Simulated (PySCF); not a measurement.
# CH5I: a look at the electrons

Aim: take CH5I and find what binds its two fragments.

Computed with PySCF 2.14.0. Level: levels as typed in each script, gas phase, geometry from GFN2-xTB.

## (1) The system as given

SMILES `[H][H].CI`, 7 atoms, charge 0, spin multiplicity 1.

Bond lengths: H1–H2 0.778 Å, C3–I4 2.141 Å, C3–H5 1.083 Å, C3–H6 1.083 Å, C3–H7 1.083 Å. Angles: I4–C3–H5 108.2°, I4–C3–H6 108.2°, I4–C3–H7 108.2°, H5–C3–H6 110.7°, H5–C3–H7 110.7°, H6–C3–H7 110.7°.

As a file:

```xyz
7

H     0.11684    3.88258    0.02621
H     0.61282    3.28534   -0.03056
C    -1.82176    0.00731   -0.00069
I     0.31468   -0.13778    0.00021
H    -2.11642    0.65449   -0.81690
H    -2.22781   -0.98729   -0.13453
H    -2.13265    0.42360    0.94900
```

## (2) Binding of the two fragments (PBE0/def2-tzvp)

input.py

```python
import numpy as np
from pyscf import gto, scf, dft
from pyscf.scf import atom_ks, atom_hf
from scipy.linalg import block_diag
from pyscf.dispersion import dftd3

def solve(mol, dm0=None, hcore=None):
    mf = (dft.UKS if mol.spin else dft.RKS)(mol, xc='pbe0')
    mf.grids.level = 3
    mf = mf.density_fit(auxbasis='def2-universal-jkfit')
    mf.conv_tol, mf.max_cycle = 1e-8, 80
    if hcore is not None:
        mf.get_hcore = lambda *args: hcore
    mf.kernel(dm0)
    if not mf.converged:
        mf = mf.newton().run(mf.mo_coeff, mf.mo_occ, max_cycle=30)
    assert mf.converged, 'SCF not converged'
    return mf

mol = gto.M(atom='''
H      0.11684     3.88258     0.02621
H      0.61282     3.28534    -0.03056
C     -1.82176     0.00731    -0.00069
I      0.31468    -0.13778     0.00021
H     -2.11642     0.65449    -0.81690
H     -2.22781    -0.98729    -0.13453
H     -2.13265     0.42360     0.94900
''', basis='def2-tzvp', ecp={'I': 'def2-tzvp'}, charge=0, spin=0, verbose=4)
mol_a = gto.M(atom='''
H      0.11684     3.88258     0.02621
H      0.61282     3.28534    -0.03056
ghost-C     -1.82176     0.00731    -0.00069
ghost-I      0.31468    -0.13778     0.00021
ghost-H     -2.11642     0.65449    -0.81690
ghost-H     -2.22781    -0.98729    -0.13453
ghost-H     -2.13265     0.42360     0.94900
''', basis='def2-tzvp', charge=0, spin=0, verbose=4)
mol_b = gto.M(atom='''
ghost-H      0.11684     3.88258     0.02621
ghost-H      0.61282     3.28534    -0.03056
C     -1.82176     0.00731    -0.00069
I      0.31468    -0.13778     0.00021
H     -2.11642     0.65449    -0.81690
H     -2.22781    -0.98729    -0.13453
H     -2.13265     0.42360     0.94900
''', basis='def2-tzvp', ecp={'I': 'def2-tzvp'}, charge=0, spin=0, verbose=4)
ab, a, b = solve(mol), solve(mol_a), solve(mol_b)
e_int = ab.e_tot - a.e_tot - b.e_tot
print('counterpoise-corrected interaction energy / kcal/mol', e_int * 627.5095)
def disp(atoms, charge):
    m = gto.M(atom=atoms, charge=charge, basis='sto-3g', spin=None, unit='Bohr', verbose=0)
    return dftd3.DFTD3Dispersion(m, xc='pbe0', version='d3bj').get_dispersion()['energy']
e_disp = disp(mol._atom, mol.charge) - disp(mol._atom[:2], mol_a.charge) - disp(mol._atom[2:], mol_b.charge)
print('D3(BJ) part / kcal/mol', e_disp * 627.5095)
# spherically averaged free atoms, for the promolecule
atom_ks.AtomSphAverageRKS.init_guess_by_vsap = lambda self, mol=None: self.init_guess_by_minao(mol)  # core potentials
atm = atom_ks.get_atm_nrks(mol, xc='pbe0')
pro = block_diag(*[(atm[a[0]][2] * atm[a[0]][3]) @ atm[a[0]][2].T for a in mol._atom])
np.savez('result.npz', e_int=e_int, e_disp=e_disp, dm_a=a.make_rdm1(), dm_b=b.make_rdm1(), c=ab.mo_coeff, occ=ab.mo_occ, eps=ab.mo_energy, pro=pro, d=[f.dip_moment(verbose=0) for f in (ab, a, b)])
```

Launch:

```sh
OMP_NUM_THREADS=1 python input.py
```

What does the calculation give? Wanted: interaction energy, counterpoise.

As calculated:

| quantity | value |
| --- | --- |
| interaction energy, counterpoise (PBE0/def2-tzvp) | -0.1 kcal/mol |

In words: The counterpoise-corrected interaction energy of the frozen fragments is −0.1 kcal/mol without dispersion correction and −0.5 kcal/mol with D3(BJ). The pair geometry is semi-empirical, not a minimum at this level. The geometry was not optimised at these levels.
